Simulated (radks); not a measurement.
**Nuclear size and the levels of K³⁺**

Aim: how the total energy, the levels and the density at the nucleus of K³⁺ respond when the nuclear radius is scaled.

Program: radks (a radial shooting solver on a logarithmic mesh, Libxc functionals) version 1. Level of theory: Dirac Kohn-Sham, exchange-only LDA, spin-unpolarised, spherical densities, finite nucleus; open shells fill j = l - 1/2 first. These are calculated values, not measurements, unless marked.

### Step 1. The atom as given

* element: potassium (Z = 19)
* charge: +3
* electrons: 16
* configuration: [Ne] 3s2 3p4
* nuclear rms radius: 3.4349 fm

### Step 2. rms radius 3.4349 fm

Input:

```text
Z 19
configuration [Ne] 3s2 3p4 4s0 3d0
relativity Dirac
functional lda,
spin unpolarised
j_filling energy
nucleus finite rms 3.4349 fm
c 137.035999084
```

### Step 3. rms radius 2.8269 fm

Changes since step 2:

```diff
@@ -6,3 +6,3 @@
 j_filling energy
-nucleus finite rms 3.4349 fm
+nucleus finite rms 2.8269 fm
 c 137.035999084
```

### Step 4. rms radius 3.1498 fm

Changes since step 3:

```diff
@@ -6,3 +6,3 @@
 j_filling energy
-nucleus finite rms 2.8269 fm
+nucleus finite rms 3.1498 fm
 c 137.035999084
```

### Step 5. rms radius 3.6307 fm

Changes since step 4:

```diff
@@ -6,3 +6,3 @@
 j_filling energy
-nucleus finite rms 3.1498 fm
+nucleus finite rms 3.6307 fm
 c 137.035999084
```

### Step 6. rms radius 3.799 fm

Changes since step 5:

```diff
@@ -6,3 +6,3 @@
 j_filling energy
-nucleus finite rms 3.6307 fm
+nucleus finite rms 3.799 fm
 c 137.035999084
```

Before running it: what results should come out? Wanted: for each run, rms radius; total energy shift; density at nucleus; 1s1/2 shift; 2s1/2 shift.

**Answer**, as computed:

| rms radius (fm) | total energy shift (eV) | density at nucleus (e/bohr³) | 1s1/2 shift (meV) | 2s1/2 shift (meV) |
| --- | --- | --- | --- | --- |
| 2.8269 | -0.00757 | 5182 | -3.19 | -0.246 |
| 3.1498 | -0.00373 | 5169 | -1.57 | -0.121 |
| 3.4349 | 0 | 5159 | 0 | 0 |
| 3.6307 | 0.00274 | 5152 | 1.16 | 0.0891 |
| 3.799 | 0.00522 | 5147 | 2.20 | 0.170 |

**Reading.** Shifts are against the first run. Over the range the 1s1/2 level moves by 0.00539 eV and the 2s1/2 level by 0.415 meV. A larger nucleus binds the 1s electrons less and lowers the density at its centre. These are shifts of eigenvalues, not the field shifts of spectral lines.
